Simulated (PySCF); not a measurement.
# BeTl: from the state search to spectroscopic constants

Aim: find the lowest electronic state of BeTl, scan its bond at several levels of theory, and get bond length, wavenumber and dissociation energy from each curve.

Method: Be def2-SVP, Tl def2-SVP with ECP60, scalar-relativistic core potentials; program: PySCF 2.14.0.

## (1) Input

The job is set up so:

| Quantity | Value |
| --- | --- |
| atoms | Be, Tl |
| charge | 0 |
| basis | Be def2-SVP, Tl def2-SVP with ECP60 |
| Hamiltonian | scalar-relativistic core potentials |
| basis functions | 35 |
| electrons treated | 25 |
| masses in u | 9.0122, 204.9744 |
| levels | PBE0, PBE, r²SCAN, LDA, B2PLYP, r²SCANh, HF, MP2, SCS-MP2, CCSD, CCSD(T) |
| grid | 80 radial by 434 angular points |
| occupations | held fixed by the projection of orbital angular momentum |
| dissociation limit | Be + Tl, each in its ground configuration |
| starting distance in angstrom | 2.390 |
| values of 2S to try | 1, 3 |

The run is started by

```bash
$ OMP_NUM_THREADS=1 python dia.py task.json out
```

Further steps of the session: First curve: PBE0; Other states along the same grid; PBE (GGA); r²SCAN (meta-GGA); LDA (local density); B2PLYP; r²SCANh (hybrid meta-GGA); UHF; MP2 and coupled cluster.

What does the calculation give? Wanted: for each run, Re; ωe; De; μ.

As calculated:

Lowest PBE0 solution found, without spin–orbit coupling: ²Π (doublet), unpaired electrons π ↑. State 2 has its PBE0 minimum 0.00 eV higher. State 4 has its PBE0 minimum 1.27 eV higher. The other levels ran on the lowest alone.

| level | Re (Å) | ωe (cm⁻¹) | De (eV) | μ (D) |
| --- | --- | --- | --- | --- |
| UHF-MP2 | 2.664 | 267.5 | 0.243 | n/a |
| UHF-CCSD | 2.888 | 142.6 | 0.097 | n/a |
| UHF-CCSD(T) | 2.782 | 192.9 | 0.160 | n/a |
| LDA | 2.539 | 340 | 1.06 | 0.35 |
| PBE | 2.610 | 307 | 0.77 | 0.80 |
| r²SCAN | 2.581 | 323 | 0.75 | 0.60 |
| r²SCANh | 2.580 | 322 | 0.70 | 0.54 |
| PBE0 | 2.612 | 304 | 0.63 | 0.66 |

De is counted to Be + Tl in their ground configurations. A positive dipole means Be(−)Tl(+). No constants: UHF (no minimum is bracketed among the points kept); UHF-SCS-MP2 (fits of two degrees disagree); B2PLYP (the points don't follow one smooth fit). ⟨S²⟩ is off the pure value of 0.75 by over a tenth at r²SCAN 0.83, r²SCANh 0.85.

In words: The methods spread over 0.348 Å in bond length, from LDA to UHF-CCSD. CCSD(T) can't serve as the judge here: for a weak bond in this basis it is far from its limit. Of the levels with a De here, UHF-CCSD gives the least (0.097 eV) and LDA the most (1.06 eV).

Correlated steps freeze 4 core orbitals. These are scalar-relativistic numbers at best; spin–orbit coupling would shift them, the dissociation energy most. B2PLYP dipoles, levels and charges come from its SCF part alone. With spin–orbit coupling the term label itself may not hold.
